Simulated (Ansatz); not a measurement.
# Y (bcc type): how the settings move a single-point run

Aim: see which settings change the result for Y (bcc type), by how much, and at what cost.

This is Y in the bcc structure; at room conditions it is hcp.

Program: Ansatz 0.2.0. Level of theory: reference: DFT, LDA, all-electron LAPW, scalar-relativistic. These are calculated values, not measurements.

### Step 1. The starting structure

Symmetry: Im-3m, No. 229, cubic system. Conventional cell: a = 3.911 Å, b = 3.911 Å, c = 3.911 Å, α = 90.00°, β = 90.00°, γ = 90.00°. Around Y (site symmetry m-3m) lie 8 Y at 3.39 Å.

Coordinates:

```
Y
1.0
    -1.95542    1.95542    1.95542
     1.95542   -1.95542    1.95542
     1.95542    1.95542   -1.95542
Y
1
Direct
  0.00000 0.00000 0.00000
```

### Step 2. Reference

input.yaml

```yaml
crystal:
  lattice:
    - [-1.9554158721, 1.9554158721, 1.9554158721]
    - [1.9554158721, -1.9554158721, 1.9554158721]
    - [1.9554158721, 1.9554158721, -1.9554158721]
  atoms:
    - { symbol: "Y", position: [0.0, 0.0, 0.0] }
kpoints:
  mp_grid: { grid: [14, 14, 14] }
  band_path:
    path:
      - [0.0, 0.0, 0.0]
      - [0.5, -0.5, 0.5]
      - [0.0, 0.0, 0.5]
      - [0.0, 0.0, 0.0]
      - [0.25, 0.25, 0.25]
      - [0.5, -0.5, 0.5]
      - [0.25, 0.25, 0.25]
      - [0.0, 0.0, 0.5]
    npoints: 14
scf:
  occupations: { method: fermi_dirac, width: 0.05 }
hamiltonian:
  xc: lda
  pseudopotentials: { kind: all_electron, lapw: { basis_error: 0.001 } }
output:
  forces: true
  stress: true
  eigenvalues: true
  populations: true
  dos: { projected: true, de: 0.2, e_range: [-14, 8] }
```

Run with:

```
> ansatz run input.yaml --threads 1 --pin off --max-ram 2048MiB --backend cpu --events-out ev --progress --plain --runs-dir out
```

### Step 3. Changed: hubbard.sites [{species: Y, l: d, u_eff: 2.0}], hubbard.double_counting fll

input.yaml, as its differences from that of step 2:

```diff
@@ -25,2 +25,3 @@
   pseudopotentials: { kind: all_electron, lapw: { basis_error: 0.001 } }
+  hubbard: { sites: [{ species: "Y", l: d, u_eff: 2.0 }], double_counting: fll }
 output:
@@ -30,2 +31 @@
   populations: true
-  dos: { projected: true, de: 0.2, e_range: [-14, 8] }
```

**Question.** What will these runs give? Wanted: for each run, ending; energy change; pressure; gap; force.

**Answer**, as computed:

```tsv
run	ending	energy change	pressure (GPa)	gap (eV)	force (eV/Å)	cycles	time
reference	converged	0	0.0	0.00	0.00	7	8.7 s
1: hubbard.sites [{species: Y, l: d, u_eff: 2.0}], hubbard.double_counting fll	converged	+1.71 eV/atom (Hubbard term changed: no physical gain or loss)	3.0	0.00	0.00	8	12 s
```

Times don't compare one to one where runs were asked for different outputs or read a saved state (see the inputs); cycles may leave out searches for a lower state.

Residual by cycle in the longest SCF loop of each run; runs are numbered as in the table. The quantity is the density residual dr2, in eV.

```tsv
cycle	reference	run 1
1	0.0355	0.0507
2	0.0151	0.0227
3	0.00432	0.00559
4	4.7e-4	0.00155
5	3.8e-5	1.3e-4
6	4.8e-6	1.3e-5
7	1.2e-8	7.4e-7
8	-	2.9e-8
```

**Reading.** Changing the Hubbard U and double counting of the Hubbard term moves the energy by +1.71 eV/atom, and the pressure goes from 0.0 to 3.0 GPa. The U term adds an energy of its own, so the shift says nothing about which run is better. A changed U is a change of model: its shifts are not errors of convergence.
